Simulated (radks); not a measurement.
# Tc³⁺ in [Kr] 4d4: an all-electron calculation

One table from this session's results is given with a row withheld; the runs are named, their logs left out.

The numbers are computed with radks (a radial shooting solver on a logarithmic mesh, Libxc functionals) version 1 (scalar-relativistic Kohn-Sham, PBE, spin-unpolarised, spherical densities, finite nucleus), except any that are marked as measured or tabulated.

### The atom as given

| Item | Value |
| --- | --- |
| element | technetium (Z = 43) |
| charge | +3 |
| electrons | 40 |
| configuration | [Kr] 4d4 |
| nuclear rms radius | 4.4112 fm |

The outer shells:

Tc³⁺
```
[Kr] core
4d [↑ ][↑ ][↑ ][↑ ][  ]
```

The first run:

The run's settings:

```text
Z 43
configuration [Kr] 4d4
relativity scalar-relativistic
functional pbe,pbe
spin unpolarised
nucleus finite rms 4.4112 fm
c 137.035999084
```

Launch:

```console
> python run_ks.py task.json out
```

The same process makes all the runs of this session.

One table of the session follows, with a row left open; its other results are not shown here.

It belongs to the step «Radial structure». From the orbitals of this run (lengths in bohr):

| level | <r> | outermost maximum (interpolated) | 90 % within | nodes |
| --- | --- | --- | --- | --- |
| 1s | 0.03428 | 0.0223 | 0.0614 | 0 |
| 2s | 0.1496 | 0.126 | 0.231 | 1 |
| 2p | ? | ? | ? | ? |
| 3s | 0.4153 | 0.372 | 0.613 | 2 |
| 3p | 0.4163 | 0.366 | 0.628 | 1 |
| 3d | 0.3989 | 0.311 | 0.636 | 0 |
| 4s | 1.052 | 0.948 | 1.53 | 3 |
| 4p | 1.157 | 1.02 | 1.71 | 2 |
| 4d | 1.518 | 1.23 | 2.35 | 1 |

**Question.** Estimate the row for 2p.

The run gave: <r>: 0.1304; outermost maximum (interpolated): 0.101; 90 % within: 0.212; nodes: 0. In the column «<r>» it lies between 1s (0.03428) and 2s (0.1496).

To keep in mind: Spin polarisation and multiplet splitting are left out.
